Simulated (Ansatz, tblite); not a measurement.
# The cluster Ge2Te3: one state, many levels

Aim: run the singlet of the cluster Ge2Te3 at one geometry on many levels, and compare frontier levels, spin and run time.

Program: Ansatz 0.2.0, Gaussian basis. Level of theory: as each input shows. These are calculated values, not measurements.

Plan: GFN1-xTB, GFN2-xTB, PBE-D4/def2-TZVP, r2SCAN-D4/def2-TZVP, BHLYP-D4/def2-TZVP, revPBE-D4/def2-TZVP, CAM-B3LYP-D4/def2-TZVP, PBE-D4/def2-SVP, PBE0-D4/def2-SVP, CCSD(T)/def2-SVP, MP2/def2-TZVP.

7 further runs of the same task are left out: 7 set aside as unsound or not needed.

## (1) The geometry

The singlet was relaxed beforehand with B3LYP-D4/def2-SVP. At that level it is the lowest of the isomers that a small search found.

5 atoms, charge 0, spin multiplicity 1.

Bond lengths: Ge1–Te3 2.561 Å, Ge1–Te5 2.602 Å, Ge2–Te4 2.561 Å, Ge2–Te5 2.602 Å, Te3–Te4 2.774 Å. Angles: Te3–Ge1–Te5 104.5°, Te4–Ge2–Te5 104.5°, Ge1–Te3–Te4 108.2°, Ge2–Te4–Te3 108.2°, Ge1–Te5–Ge2 114.5°.

Te takes a core potential in the def2 sets. No spin-orbit coupling is included.

PBE0-D4/def2-TZVP was run before; its log isn't repeated, and its numbers join the tables.

## (2) GFN1-xTB

Tight binding, by tblite at 300 K electronic temperature and without a spin-polarisation term:

```python
tblite.interface.Calculator('GFN1-xTB', numbers, positions, charge=0, uhf=0).singlepoint()
```

Energy -403.3715 eV, HOMO -9.38 eV, LUMO -7.55 eV; 0.005 s.

## (3) GFN2-xTB

Tight binding, by tblite at 300 K electronic temperature and without a spin-polarisation term:

```python
tblite.interface.Calculator('GFN2-xTB', numbers, positions, charge=0, uhf=0).singlepoint()
```

Energy -361.2320 eV, HOMO -8.78 eV, LUMO -6.62 eV; 0.008 s.

## (4) PBE-D4/def2-TZVP

start.molden holds the orbitals of an earlier run on this state, given as this run's starting guess.

The input, in.yaml:

```yaml
crystal:
  periodic: [false, false, false]
  atoms:
    - {symbol: Ge, position_ang: [0.753626, -2.162240, 0.150159]}
    - {symbol: Ge, position_ang: [-1.859779, 1.332895, -0.174401]}
    - {symbol: Te, position_ang: [2.221012, -0.063749, 0.134015]}
    - {symbol: Te, position_ang: [0.564223, 2.152062, -0.072307]}
    - {symbol: Te, position_ang: [-1.679082, -1.258978, -0.037476]}
basis:
  gaussian: {orbitals: def2-TZVP, initial_orbitals: start.molden}
hamiltonian: {xc: pbe, dispersion: d4}
scf: {omitted_lower_state_checks: [starts]}
output: {forces: true, orbitals: {seedname: orbitals}}
```

The run is started by

```bash
$ ansatz run in.yaml --threads 4 --pin off --events-out ev --progress --plain --max-ram 4787MiB
```

The program printed:

```text
Functional definition: PBE
  name "PBE"
  cite "Perdew, Burke & Ernzerhof, Phys. Rev. Lett. 77, 3865 (1996) doi:10.1103/PhysRevLett.77.3865"
  parent pbe
  parameter kappa = 0.804
  parameter beta = 0.06672455060314922
  exchange = pbe_x(kappa = kappa, mu = beta*pi^2/3)
  correlation = pbe_c(beta = beta)
these checks for a lower state are left out or cut short: starts
1874 factors; their error is unknown
mean field evaluation 1: about -134903.8922 eV, gradient 1.3e1 eV
mean field evaluation 2: about -134904.0819 eV, gradient 2.7e-1 eV
mean field evaluation 4: about -134903.6858 eV, gradient 9.1e-1 eV
mean field evaluation 8: about -134903.6861 eV, gradient 8.9e-6 eV
mean field -134903.68612419 eV, -4957.6190240613 hartree, gradient 8.9e-6 eV, S^2 0.000000; 0 other end points of the search recorded, 0 dependent functions left out
the calculation of the forces begins
reference -134903.68615827 eV, -4957.6190253136 hartree; 68, 68 occupied and 178, 178 virtual orbitals, 1874 factors
Total energy: -134904.13243318 eV, -4957.6354256140 hartree
Atom 0 at     0.753626    -2.162240     0.150159 Å, force    -0.015789     0.096119    -0.005696 eV/Å
Atom 1 at    -1.859779     1.332895    -0.174401 Å, force     0.087831    -0.042276     0.006796 eV/Å
Atom 2 at     2.221012    -0.063749     0.134015 Å, force    -0.243531     0.053007    -0.017156 eV/Å
Atom 3 at     0.564223     2.152062    -0.072307 Å, force    -0.017927    -0.248971     0.011531 eV/Å
Atom 4 at    -1.679082    -1.258978    -0.037476 Å, force     0.189416     0.142121     0.004525 eV/Å
Dipole moment:     0.023277     0.017464     0.000546 e Å
Checks for a lower state left out: starts
```

Wall time 4.9 s (4 threads of Arm Neoverse V1, shared host).

Report: HOMO -5.59 eV, LUMO -3.49 eV.

## (5) r2SCAN-D4/def2-TZVP

in.yaml: that of step 4 with these lines changed.

```diff
@@ -10,4 +10,4 @@
   gaussian: {orbitals: def2-TZVP, initial_orbitals: start.molden}
-hamiltonian: {xc: pbe, dispersion: d4}
+hamiltonian: {xc: r2scan, dispersion: d4}
 scf: {omitted_lower_state_checks: [starts]}
-output: {forces: true, orbitals: {seedname: orbitals}}
+output: {orbitals: {seedname: orbitals}}
```

Same command.

The program printed:

```text
Functional definition: r2SCAN
  name "r2SCAN"
  cite "Furness, Kaplan, Ning, Perdew & Sun, J. Phys. Chem. Lett. 11, 8208 (2020) doi:10.1021/acs.jpclett.0c02405"
  cite "Furness, Kaplan, Ning, Perdew & Sun, J. Phys. Chem. Lett. 11, 9248 (2020) doi:10.1021/acs.jpclett.0c03077"
  parent r2scan
  parameter k0 = 0.174
  parameter k1 = 0.065
  parameter a1 = 4.9479
  exchange = r2scan_x(k0 = k0, k1 = k1, a1 = a1)
  correlation = r2scan_c
these checks for a lower state are left out or cut short: starts
1874 factors; their error is unknown
mean field evaluation 1: about -134929.2281 eV, gradient 1.0e1 eV
mean field evaluation 2: about -134929.3300 eV, gradient 1.6e-1 eV
mean field evaluation 4: about -134928.9401 eV, gradient 2.7e-3 eV
mean field -134928.94010977 eV, -4958.5470909135 hartree, gradient 2.1e-5 eV, S^2 0.000000; 0 other end points of the search recorded, 0 dependent functions left out
reference -134928.94012002 eV, -4958.5470912903 hartree; 68, 68 occupied and 178, 178 virtual orbitals, 1874 factors
Total energy: -134929.02570902 eV, -4958.5502366278 hartree
Checks for a lower state left out: starts
```

Wall time 9.5 s (4 threads of Arm Neoverse V1, shared host).

Report: HOMO -5.83 eV, LUMO -3.54 eV.

## (6) BHLYP-D4/def2-TZVP

in.yaml: that of step 5 with these lines changed.

```diff
@@ -10,3 +10,3 @@
   gaussian: {orbitals: def2-TZVP, initial_orbitals: start.molden}
-hamiltonian: {xc: r2scan, dispersion: d4}
+hamiltonian: {xc: {name: BHLYP}, dispersion: d4}
 scf: {omitted_lower_state_checks: [starts]}
```

Same command.

The program printed:

```text
Functional definition: BHLYP
  name "BHLYP"
  cite "Becke, J. Chem. Phys. 98, 1372 (1993) doi:10.1063/1.464304"
  cite "Becke, Phys. Rev. A 38, 3098 (1988) doi:10.1103/PhysRevA.38.3098"
  cite "Lee, Yang & Parr, Phys. Rev. B 37, 785 (1988) doi:10.1103/PhysRevB.37.785"
  parameter a = 0.5
  exchange = (1 - a)*b88_x + a*exact_x
  correlation = lyp_c
these checks for a lower state are left out or cut short: starts
2435 factors; their error is unknown
mean field evaluation 1: about -134912.1556 eV, gradient 1.2e1 eV
mean field evaluation 2: about -134912.2951 eV, gradient 2.4e-1 eV
mean field evaluation 4: about -134914.6127 eV, gradient 2.1e0 eV
mean field evaluation 8: about -134914.6164 eV, gradient 1.2e-5 eV
mean field -134914.61639505 eV, -4958.0207041066 hartree, gradient 1.1e-5 eV, S^2 0.000000; 0 other end points of the search recorded, 0 dependent functions left out
reference -134914.61655577 eV, -4958.0207100131 hartree; 68, 68 occupied and 178, 178 virtual orbitals, 2435 factors
Total energy: -134915.48699612 eV, -4958.0526981059 hartree
Checks for a lower state left out: starts
```

Wall time 16 s (4 threads of Arm Neoverse V1, shared host); peak memory 1.5 GiB.

HOMO -7.15 eV, LUMO -2.18 eV.

## (7) revPBE-D4/def2-TZVP

in.yaml: that of step 6 with these lines changed.

```diff
@@ -10,3 +10,3 @@
   gaussian: {orbitals: def2-TZVP, initial_orbitals: start.molden}
-hamiltonian: {xc: {name: BHLYP}, dispersion: d4}
+hamiltonian: {xc: {name: revPBE}, dispersion: d4}
 scf: {omitted_lower_state_checks: [starts]}
```

Launched as before.

The program printed:

```text
Functional definition: revPBE
  name "revPBE"
  cite "Zhang & Yang, Phys. Rev. Lett. 80, 890 (1998) doi:10.1103/PhysRevLett.80.890"
  cite "Perdew, Burke & Ernzerhof, Phys. Rev. Lett. 77, 3865 (1996) doi:10.1103/PhysRevLett.77.3865"
  parameter kappa = 1.245
  parameter beta = 0.06672455060314922
  exchange = pbe_x(kappa = kappa, mu = beta*pi^2/3)
  correlation = pbe_c(beta = beta)
these checks for a lower state are left out or cut short: starts
1874 factors; their error is unknown
mean field evaluation 1: about -134916.2010 eV, gradient 1.3e1 eV
mean field evaluation 2: about -134916.3526 eV, gradient 2.4e-1 eV
mean field evaluation 4: about -134915.9558 eV, gradient 9.1e-1 eV
mean field evaluation 8: about -134915.9561 eV, gradient 2.7e-5 eV
mean field -134915.95605389 eV, -4958.0699356611 hartree, gradient 2.7e-5 eV, S^2 0.000000; 0 other end points of the search recorded, 0 dependent functions left out
reference -134915.95609629 eV, -4958.0699372190 hartree; 68, 68 occupied and 178, 178 virtual orbitals, 1874 factors
Total energy: -134916.73800408 eV, -4958.0986718002 hartree
Checks for a lower state left out: starts
```

Run time: 4.2 s. Hardware: 4 threads of Arm Neoverse V1, shared host.

From the report: HOMO -5.53 eV, LUMO -3.41 eV.

## (8) CAM-B3LYP-D4/def2-TZVP

in.yaml: that of step 7 with these lines changed.

```diff
@@ -10,3 +10,3 @@
   gaussian: {orbitals: def2-TZVP, initial_orbitals: start.molden}
-hamiltonian: {xc: {name: revPBE}, dispersion: d4}
+hamiltonian: {xc: {name: CAM-B3LYP}, dispersion: d4}
 scf: {omitted_lower_state_checks: [starts]}
```

Launched as before.

The program printed, cut to the lines that bear on the results:

```text
Functional definition: CAM-B3LYP
  name "CAM-B3LYP"
  cite "Yanai, Tew & Handy, Chem. Phys. Lett. 393, 51 (2004) doi:10.1016/j.cplett.2004.06.011"
  cite "Iikura, Tsuneda, Yanai & Hirao, J. Chem. Phys. 115, 3540 (2001) doi:10.1063/1.1383587"
  cite "Becke, Phys. Rev. A 38, 3098 (1988) doi:10.1103/PhysRevA.38.3098"
  cite "Lee, Yang & Parr, Phys. Rev. B 37, 785 (1988) doi:10.1103/PhysRevB.37.785"
  cite "Vosko, Wilk & Nusair, Can. J. Phys. 58, 1200 (1980) doi:10.1139/p80-159"
[...]
  # Exact exchange under (alpha + beta erf(omega r))/r, Becke's under what is left of 1/r.
[...]
2026 factors; their error is unknown
405 factors; integrals over basis functions are off by at most 1.1e-4 eV
[...]
mean field -134926.33670443 eV, -4958.4514175319 hartree, gradient 1.4e-5 eV, S^2 0.000000; 0 other end points of the search recorded, 0 dependent functions left out
reference -134926.33681998 eV, -4958.4514217783 hartree; 68, 68 occupied and 178, 178 virtual orbitals, 2026 factors
Total energy: -134926.76715273 eV, -4958.4672362152 hartree
Checks for a lower state left out: starts
```

Run time: 13 s. Hardware: 4 threads of Arm Neoverse V1, shared host; peak memory 1.2 GiB.

HOMO -7.48 eV, LUMO -2.01 eV.

## (9) PBE-D4/def2-SVP

in.yaml: that of step 8 with these lines changed.

```diff
@@ -9,4 +9,4 @@
 basis:
-  gaussian: {orbitals: def2-TZVP, initial_orbitals: start.molden}
-hamiltonian: {xc: {name: CAM-B3LYP}, dispersion: d4}
+  gaussian: {orbitals: def2-SVP, initial_orbitals: start.molden}
+hamiltonian: {xc: pbe, dispersion: d4}
 scf: {omitted_lower_state_checks: [starts]}
```

Launched as before.

The program printed:

```text
Functional definition: PBE
  name "PBE"
  cite "Perdew, Burke & Ernzerhof, Phys. Rev. Lett. 77, 3865 (1996) doi:10.1103/PhysRevLett.77.3865"
  parent pbe
  parameter kappa = 0.804
  parameter beta = 0.06672455060314922
  exchange = pbe_x(kappa = kappa, mu = beta*pi^2/3)
  correlation = pbe_c(beta = beta)
these checks for a lower state are left out or cut short: starts
1662 factors; their error is unknown
mean field evaluation 1: about -134888.3382 eV, gradient 3.8e1 eV
mean field evaluation 2: about -134888.6914 eV, gradient 7.4e-1 eV
mean field evaluation 4: about -134888.6256 eV, gradient 6.7e-2 eV
mean field -134888.62560581 eV, -4957.0655602192 hartree, gradient 1.8e-5 eV, S^2 0.000000; 0 other end points of the search recorded, 0 dependent functions left out
reference -134888.62563821 eV, -4957.0655614100 hartree; 68, 68 occupied and 74, 74 virtual orbitals, 1662 factors
Total energy: -134889.07191312 eV, -4957.0819617104 hartree
Checks for a lower state left out: starts
```

Wall time 2 s (4 threads of Arm Neoverse V1, shared host).

Report: HOMO -5.62 eV, LUMO -3.48 eV.

## (10) PBE0-D4/def2-SVP

in.yaml: that of step 9 with these lines changed.

```diff
@@ -10,3 +10,3 @@
   gaussian: {orbitals: def2-SVP, initial_orbitals: start.molden}
-hamiltonian: {xc: pbe, dispersion: d4}
+hamiltonian: {xc: pbe0, dispersion: d4}
 scf: {omitted_lower_state_checks: [starts]}
```

Launched as before.

The program printed:

```text
Functional definition: PBE0
  name "PBE0"
  cite "Adamo & Barone, J. Chem. Phys. 110, 6158 (1999) doi:10.1063/1.478522"
  cite "Perdew, Burke & Ernzerhof, Phys. Rev. Lett. 77, 3865 (1996) doi:10.1103/PhysRevLett.77.3865"
  parent pbe
  parameter a = 0.25
  parameter kappa = 0.804
  parameter beta = 0.06672455060314922
  exchange = (1 - a)*pbe_x(kappa = kappa, mu = beta*pi^2/3) + a*exact_x
  correlation = pbe_c(beta = beta)
these checks for a lower state are left out or cut short: starts
1629 factors; integrals over basis functions are off by at most 2.5e-4 eV
mean field evaluation 1: about -134892.2723 eV, gradient 3.5e1 eV
mean field evaluation 2: about -134892.4414 eV, gradient 2.5e-1 eV
mean field evaluation 4: about -134892.4783 eV, gradient 5.6e-4 eV
mean field -134892.47830762 eV, -4957.2071443994 hartree, gradient 1.3e-5 eV, S^2 0.000000; 0 other end points of the search recorded, 0 dependent functions left out
reference -134892.47833206 eV, -4957.2071452974 hartree; 68, 68 occupied and 74, 74 virtual orbitals, 1629 factors
Total energy: -134892.87084212 eV, -4957.2215697761 hartree
Checks for a lower state left out: starts
```

Wall time 4.3 s (4 threads of Arm Neoverse V1, shared host).

Report: HOMO -6.51 eV, LUMO -2.96 eV.

## (11) CCSD(T)/def2-SVP

in.yaml: that of step 10 with these lines changed.

```diff
@@ -10,3 +10,3 @@
   gaussian: {orbitals: def2-SVP, initial_orbitals: start.molden}
-hamiltonian: {xc: pbe0, dispersion: d4}
+correlation: {method: ccsd_t}
 scf: {omitted_lower_state_checks: [starts]}
```

The command is unchanged.

The program printed, cut to the lines that bear on the results:

```text
Functional definition: HF
  name "HF"
  cite "Fock, Z. Phys. 61, 126 (1930) doi:10.1007/BF01340294"
  parent pbe
[...]
1629 factors; integrals over basis functions are off by at most 2.5e-4 eV
[...]
mean field -134732.31825391 eV, -4951.3213709859 hartree, gradient 4.5e-6 eV, S^2 0.000000; 0 other end points of the search recorded, 0 dependent functions left out
30 core orbitals not correlated: weight in the atoms' cores, before any rotation towards them, 1.000 or more for the frozen orbitals, at most 0.000 for the correlated occupied ones
reference -134732.31825391 eV, -4951.3213709859 hartree; 38, 38 occupied and 74, 74 virtual orbitals, 1629 factors
second order -20.99968731 eV of doubles, -0.00000000 eV of singles
cycle   1  -20.30973815 eV  change    6.9e-1 eV  update   1.9e-1
[...]
cycle  11  -21.22820106 eV  change   -5.5e-5 eV  update   5.0e-5
perturbative correction -1.03229566 eV, -0.0379361656 hartree
Total energy: -134754.57875063 eV, -4952.1394291514 hartree
Checks for a lower state left out: starts
```

It took 60 s on 4 threads of Arm Neoverse V1, shared host; peak memory 1.2 GiB.

Report: Hartree-Fock HOMO -8.34 eV, LUMO -0.26 eV; T1 0.021. Doubts: large T1 diagnostic.

## (12) MP2/def2-TZVP

in.yaml: that of step 11 with these lines changed.

```diff
@@ -9,4 +9,4 @@
 basis:
-  gaussian: {orbitals: def2-SVP, initial_orbitals: start.molden}
-correlation: {method: ccsd_t}
+  gaussian: {orbitals: def2-TZVP, initial_orbitals: start.molden}
+correlation: {method: mp2}
 scf: {omitted_lower_state_checks: [starts]}
```

The command is unchanged.

The program printed:

```text
Functional definition: HF
  name "HF"
  cite "Fock, Z. Phys. 61, 126 (1930) doi:10.1007/BF01340294"
  parent pbe
  exchange = exact_x
  correlation = 0
these checks for a lower state are left out or cut short: starts
2086 factors; integrals over basis functions are off by at most 9.1e-4 eV
mean field evaluation 1: about -134745.7528 eV, gradient 3.6e1 eV
mean field evaluation 2: about -134747.1381 eV, gradient 1.7e0 eV
mean field evaluation 4: about -134747.5640 eV, gradient 1.6e0 eV
mean field evaluation 8: about -134747.5760 eV, gradient 6.9e-4 eV
mean field -134747.57601493 eV, -4951.8820833611 hartree, gradient 2.2e-6 eV, S^2 0.000000; 0 other end points of the search recorded, 0 dependent functions left out
30 core orbitals not correlated: weight in the atoms' cores, before any rotation towards them, 1.000 or more for the frozen orbitals, at most 0.000 for the correlated occupied ones
reference -134747.57601493 eV, -4951.8820833611 hartree; 38, 38 occupied and 178, 178 virtual orbitals, 2086 factors
second order -50.07893633 eV of doubles, -0.00000000 eV of singles
Total energy: -134797.65495126 eV, -4953.7224503266 hartree
Checks for a lower state left out: starts
```

Wall time 13 s (4 threads of Arm Neoverse V1, shared host); peak memory 0.96 GiB.

Report: Hartree-Fock HOMO -8.28 eV, LUMO -0.20 eV.

## (13) Comparison

```tsv
level	functions	HOMO (eV)	LUMO (eV)	gap (eV)	time
PBE-D4/def2-SVP	142	-5.62	-3.48	2.14	2 s
PBE-D4/def2-TZVP	246	-5.59	-3.49	2.10	4.9 s
revPBE-D4/def2-TZVP	246	-5.53	-3.41	2.12	4.2 s
r2SCAN-D4/def2-TZVP	246	-5.83	-3.54	2.29	9.5 s
PBE0-D4/def2-SVP	142	-6.51	-2.96	3.55	4.3 s
PBE0-D4/def2-TZVP	246	-6.45	-2.93	3.51	13 s
BHLYP-D4/def2-TZVP	246	-7.15	-2.18	4.97	16 s
CAM-B3LYP-D4/def2-TZVP	246	-7.48	-2.01	5.48	13 s
```

The pieces so far (eV):

```tsv
basis	HF	MP2 correlation	CCSD correlation	(T)	total
def2-SVP	-134732.3183	-20.9997	-21.2282	-1.0323	-134754.5788
def2-TZVP	-134747.5760	-50.0789			-134797.6550 (MP2)
```

The correlation energy is far from converged in these sets, so it jumps between bases; where outer-core shells are correlated, the sets cover them unevenly.

## (14) Binding energy

Free atoms were run apart at each level; binding is atoms less cluster, divided by the number of atoms, without zero-point or spin-orbit terms.

```tsv
level	binding an atom (eV)
HF/def2-SVP†	1.169
HF/def2-TZVP	1.216
PBE-D4/def2-SVP	2.773
PBE-D4/def2-TZVP	2.790
revPBE-D4/def2-TZVP	2.649
r2SCAN-D4/def2-TZVP	2.605
PBE0-D4/def2-SVP	2.577
PBE0-D4/def2-TZVP	2.608
BHLYP-D4/def2-TZVP	2.403
CAM-B3LYP-D4/def2-TZVP	2.412
MP2/def2-SVP†	2.241
MP2/def2-TZVP	2.552
CCSD/def2-SVP†	2.020
CCSD(T)/def2-SVP†	2.158
```

† marks a level with a doubtful state (flagged, unstable or spin-contaminated).

## (15) Outcome

| quantity | value |
| --- | --- |
| gap in def2-TZVP, named functionals, smallest and largest | 2.10 eV (PBE-D4), 5.48 eV (CAM-B3LYP-D4) |
| correlation energy, CCSD(T)/def2-SVP | -22.26 eV |
| correlation energy, MP2/def2-TZVP | -50.08 eV |
| binding an atom, functionals in def2-TZVP | 2.40 (BHLYP-D4) to 2.79 eV (PBE-D4) |
| PBE0 total energy, smallest basis above largest | 15.02 eV (def2-SVP, def2-TZVP) |

**Reading.** Orbital gaps of the named functionals in def2-TZVP span 2.10 eV (PBE-D4) to 5.48 eV (CAM-B3LYP-D4); exact exchange widens it. Notes on CCSD(T)/def2-SVP: large T1 diagnostic.

The slowest run with a step of its own, CCSD(T)/def2-SVP, took 60 s; the quickest functional in def2-TZVP took 4.2 s (shared host).
